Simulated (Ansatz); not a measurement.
# CH6InP: one species, many methods

An exercise on one series of results from a longer session: the logs are not shown, and one member is left open.

The runs use Ansatz 0.2.0, Gaussian basis; functionals in def2-TZVPP, the program's frozen cores in correlated methods.

Plan: LDA (SPW92), PBE-D4, revPBE-D4, BLYP-D4, r2SCAN-D4, B97M-V, PBE0-D4, B3LYP-D4, r2SCANh-D4, r2SCAN0-D4, HSE06-D4, BHLYP-D4, CAM-B3LYP-D4, LC-ωPBE, ωB97X-V, ωB97M-V, B2PLYP, PBE-QIDH; CCSD(T)/def2-SVP; CCSD(T)/def2-TZVPP; MP2/def2-QZVPP; extrapolation to the limit; RPA on PBE.

1 further run of the same task is left out (for a known fault of the program).

## The geometry

An earlier PBE0-D4 in a triple-zeta def2 set relaxation fixed the geometry. In takes the def2 core potential; no spin-orbit term is included.

SMILES `[CH3][InH][PH2]`, 9 atoms, charge 0, spin multiplicity 1.

Atoms are counted from 1 here; the program's logs count them from 0.

Bond lengths: C1–In2 2.153 Å, C1–H4 1.091 Å, C1–H5 1.090 Å, C1–H6 1.093 Å, In2–P3 2.500 Å, In2–H7 1.730 Å, P3–H8 1.420 Å, P3–H9 1.421 Å. Angles: In2–C1–H4 110.4°, In2–C1–H5 111.3°, In2–C1–H6 109.1°, H4–C1–H5 109.4°, H4–C1–H6 107.9°, H5–C1–H6 108.6°, C1–In2–P3 119.4°, C1–In2–H7 122.5°, P3–In2–H7 118.0°, In2–P3–H8 94.1°, In2–P3–H9 94.0°, H8–P3–H9 94.3°.

As a file:

```xyz
9

C    -0.9344    1.0898   -0.9286
In    0.6956   -0.2144   -0.4006
P     0.3633   -1.9328    1.3848
H    -1.0429    1.1440   -2.0130
H    -1.8710    0.7500   -0.4872
H    -0.7207    2.0966   -0.5617
H     2.2137   -0.1880   -1.2305
H     1.6284   -1.7001    1.9874
H    -0.3319   -1.0450    2.2495
```

Set-up of the first run:

in.yaml

```yaml
crystal:
  periodic: [false, false, false]
  atoms:
    - {symbol: C, position_ang: [-0.934397, 1.089757, -0.928583]}
    - {symbol: In, position_ang: [0.695574, -0.214400, -0.400640]}
    - {symbol: P, position_ang: [0.363326, -1.932828, 1.384762]}
    - {symbol: H, position_ang: [-1.042910, 1.144030, -2.013048]}
    - {symbol: H, position_ang: [-1.871042, 0.749957, -0.487205]}
    - {symbol: H, position_ang: [-0.720747, 2.096571, -0.561684]}
    - {symbol: H, position_ang: [2.213668, -0.187989, -1.230490]}
    - {symbol: H, position_ang: [1.628400, -1.700057, 1.987397]}
    - {symbol: H, position_ang: [-0.331870, -1.045041, 2.249492]}
basis:
  gaussian: {orbitals: def2-TZVPP}
hamiltonian: {xc: lda}
output: {orbitals: {seedname: orbitals}}
```

On the command line:

```console
> ansatz run in.yaml --threads 2 --pin off --events-out ev --progress --plain --max-ram 4352MiB
```

Steps of the session up to this table: LDA; PBE-D4 (GGA); revPBE-D4 (GGA); BLYP-D4 (GGA); r2SCAN-D4 (meta-GGA); B97M-V (meta-GGA); PBE0-D4 (hybrid); B3LYP-D4 (hybrid); r2SCANh-D4 (hybrid); r2SCAN0-D4 (hybrid); HSE06-D4 (hybrid); BHLYP-D4 (hybrid); CAM-B3LYP-D4 (range-separated); LC-ωPBE (range-separated); ωB97X-V (range-separated); ωB97M-V (range-separated); B2PLYP (double hybrid); PBE-QIDH (double hybrid).

One table of the session follows, with a row left open; its other results are not shown here.

It belongs to the step «Orbital energies across the functionals». 

| functional | HOMO (eV) | LUMO (eV) | gap (eV) |
| --- | --- | --- | --- |
| LDA (SPW92) | -5.95 | -2.43 | 3.52 |
| PBE-D4 | -5.80 | -2.18 | 3.62 |
| revPBE-D4 | -5.74 | -2.06 | 3.68 |
| BLYP-D4 | -5.62 | -2.14 | 3.49 |
| r2SCAN-D4 | -6.01 | -1.93 | 4.08 |
| B97M-V | -6.05 | -2.18 | 3.88 |
| PBE0-D4 | -6.80 | -1.47 | 5.34 |
| B3LYP-D4 | -6.58 | -1.73 | 4.85 |
| r2SCANh-D4 | -6.38 | -1.68 | 4.70 |
| r2SCAN0-D4 | -6.94 | -1.32 | 5.62 |
| HSE06-D4 | -6.41 | -1.82 | 4.59 |
| BHLYP-D4 | -7.65 | -0.82 | 6.83 |
| CAM-B3LYP-D4 | -7.99 | -0.67 | 7.32 |
| LC-ωPBE | -9.30 | 0.41 | 9.71 |
| ωB97X-V | -8.96 | 0.28 | 9.23 |
| ωB97M-V | ? | ? | ? |

Estimate the missing values for ωB97M-V.

As computed: HOMO (eV): -8.80; LUMO (eV): -0.01; gap (eV): 8.80. In the column «HOMO (eV)» it lies between ωB97X-V (-8.96) and CAM-B3LYP-D4 (-7.99).
